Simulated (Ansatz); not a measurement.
# BrClGeH: the cost of one run

Computed with Ansatz 0.2.0 through its Python package. The levels of theory stand in the script.

## 1. The system

Bond lengths: Cl1–Ge2 2.109 Å, Ge2–Br3 2.312 Å, Ge2–H4 1.590 Å. Angles: Cl1–Ge2–Br3 107.8°, Cl1–Ge2–H4 112.5°, Br3–Ge2–H4 109.3°.

No structure file is read: the coordinates are typed or built in the script.

## 2. The code

run_basis.py reads:

```python
"""How the energy of BrClGeH converges with the basis."""

import ansatz as az
from ase import Atoms

config = {
    "functional": "pbe0",
    "dispersion": "d4",
}


def main() -> None:
    atoms = Atoms(["Cl", "Ge", "Br", "H"], positions=[
        [-1.8673, 0.3463, -0.4675],
        [0.2355, 0.1821, -0.4335],
        [0.7677, -1.8977, 0.425],
        [0.9197, 1.309, 0.4557],
    ])
    geometry = az.Crystal.molecule_from_ase(atoms)

    base = (
        geometry.calculation()
        .functional(config["functional"], dispersion=config["dispersion"])
        .spin("collinear", total=1)
    )

    energies = {}
    for basis in ["cc-pVDZ", "cc-pVTZ"]:
        report = base.basis(gaussian=basis).run().report
        size = report["n_frozen"] + report["n_occupied"][0] + report["n_virtual"][0]
        energies[basis] = (report["reference_energy_ev"] / 27.211386246, report["free_energy_ev"] / 27.211386246)
        print(f"{basis:14s} {size:4d} orbitals  reference {energies[basis][0]:14.6f} Ha  total {energies[basis][1]:14.6f} Ha")

    last = energies["cc-pVTZ"][1]
    for basis, (_, total) in energies.items():
        print(f"{basis:14s} lies {27.211386 * (total - last):9.4f} eV above cc-pVTZ")


if __name__ == "__main__":
    main()
```

## 3. The input behind the calls

The package turns the script's settings into the engine's input (first run):

```yaml
crystal:
  periodic: [false, false, false]
  atoms:
    - { symbol: Cl, position_ang: [-1.8673, 0.3463, -0.4675] }
    - { symbol: Ge, position_ang: [0.2355, 0.1821, -0.4335] }
    - { symbol: Br, position_ang: [0.7677, -1.8977, 0.425] }
    - { symbol: H, position_ang: [0.9197, 1.309, 0.4557] }
basis:
  gaussian:
    orbitals: cc-pVDZ
hamiltonian:
  xc: pbe0
  dispersion: d4
magnetization:
  spin_polarized: true
  initial_magnetization: 1.0
```

## 4. The run

On the command line:

```bash
> python run_basis.py
```

What time and memory should one allow on 1 thread of Arm Neoverse N1, shared host?

About 32 s, with a peak of 0.48 GiB.
